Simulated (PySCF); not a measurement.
**ClH2LiSe, a complex of two parts: interaction energy**

An exercise on one series of results from a longer session: the logs are not shown, and one member is left open.

Programs: PySCF 2.14.0. All values are calculated, for the isolated system unless a continuum is named. Atoms count from 0, parts from 1.

## The system as given

5 atoms, charge 0, multiplicity 1; geometry: GFN2-xTB. Parts: 1 = atoms 0–1, `[Li][Cl]`, charge 0; 2 = atoms 2–4, `[SeH2]`, charge 0.

The first run:

What the job is given:

```
{"job": {"xc": "PBE0", "basis": "def2-SVPD", "d3": "d3bj", "grid": 2, "kind": "geom", "shake": 0.01}, "charge": 0, "multiplicity": 1, "parts": [{"atoms": "0-1", "charge": 0, "multiplicity": 1}, {"atoms": "2-4", "charge": 0, "multiplicity": 1}]}
Li     0.599688    -0.531778     0.157375
Cl    -0.956730     0.681251    -0.197281
Se     2.601577    -2.140796     0.670662
H      2.220750    -2.902178     1.817044
H      2.430176    -3.284741    -0.193313
```

Run with:

```
> OMP_NUM_THREADS=1 python cluster_run.py task.json out
```

This one command runs all jobs of the session in turn.

Steps of the session up to this table: Optimising the geometry at PBE0-D3(BJ)/def2-SVPD; Coupled-cluster interaction energy: CCSD(T) and MP2.

One table of the session follows, with a row left open; its other results are not shown here.

It belongs to the step «Coupled-cluster interaction energy: CCSD(T) and MP2». 

```
                 method  interaction energy (kcal/mol)
         HF/aug-cc-pVDZ                          -9.69
        MP2/aug-cc-pVDZ                          -9.81
       CCSD/aug-cc-pVDZ                          -9.67
    CCSD(T)/aug-cc-pVDZ                          -9.71
         HF/aug-cc-pVTZ                          -9.76
        MP2/aug-cc-pVTZ                         -10.22
    SCS-MP2/aug-cc-pVTZ                         -10.00
      MP2, extrapolated                              ?
CCSD(T), limit estimate                         -10.26
```

**Question.** Estimate the row for MP2, extrapolated.

The run gave: interaction energy (kcal/mol): -10.36. In the column «interaction energy (kcal/mol)» it is the lowest.

In this run the core of Li (1s) is correlated, in a basis without core functions; only the other cores are frozen.
